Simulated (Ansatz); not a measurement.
## Mn2CuN2 under changes of volume

One of the cells (10.954 Å³/atom); the others are scaled copies at fixed shape and fractional positions:

```
CELL_PARAMETERS angstrom
2.79807 -1.60775 0.00000
2.79807 1.60775 0.00000
-1.88036 0.00000 6.08764
ATOMIC_POSITIONS crystal
Cu 0.50000 0.50000 0.50000
Mn 0.28644 0.28644 0.85961
Mn 0.71356 0.71356 0.14039
N 0.39694 0.39694 0.18774
N 0.60306 0.60306 0.81226
```

The cell comes from a database or a generator and needn't be the stable form of this composition.

| Quantity | Value |
| --- | --- |
| Program | Ansatz 0.2.0 |
| Functional | PBE |
| Potentials or basis | Ansatz PAW |
| Cutoff | 420 eV (not typed: the program's choice for these potentials) |
| k mesh | 10 × 10 × 5 |
| Occupations | fermi-dirac, width 0.05 eV |
| Spin | collinear spin, ferromagnetic start |
| Starting moments | [0.6, 4.0, 4.0, 0.0, 0.0] μB |

```csv
volume (Å³/atom),energy over the lowest point (meV/atom),pressure (GPa),moment (μB per cell),largest force (eV/Å)
10.297,19.47,11.6,2.57,0.200
10.516,6.92,6.7,2.71,0.076
10.735,0.60,2.3,2.83,0.038
10.954,0.00,-1.7,2.92,0.142
11.173,?,?,?,?
11.393,14.16,-8.5,3.06,0.325
11.612,27.97,-11.4,3.14,0.402
```

Q: What does the run at 11.173 Å³/atom give?

A: Energy over the lowest point 4.68 meV/atom; pressure -5.3 GPa; moment 3.00 μB per cell; largest force 0.238 eV/Å.

Worked out: A Birch-Murnaghan fit of order 3 (a polynomial in V^(-2/3)) to the other rows has its minimum at 10.87 Å³/atom with B0 = V·E''(V) = 197 GPa and B' = 3.4 at fixed shape and positions, which overstates the stiffness. It gives 4.66 meV/atom at 11.173 Å³/atom, against the run's 4.68, and -dE/dV = -5.2 GPa, against -5.3. A parabola through the other rows of the moment, of slope 0.352 μB per Å³/atom there, gives 3.01 μB, against the run's 3.00.

Energies are extrapolated to zero smearing.

Caveats: only a ferromagnetic start was run, and an antiferromagnetic order may lie lower in energy.
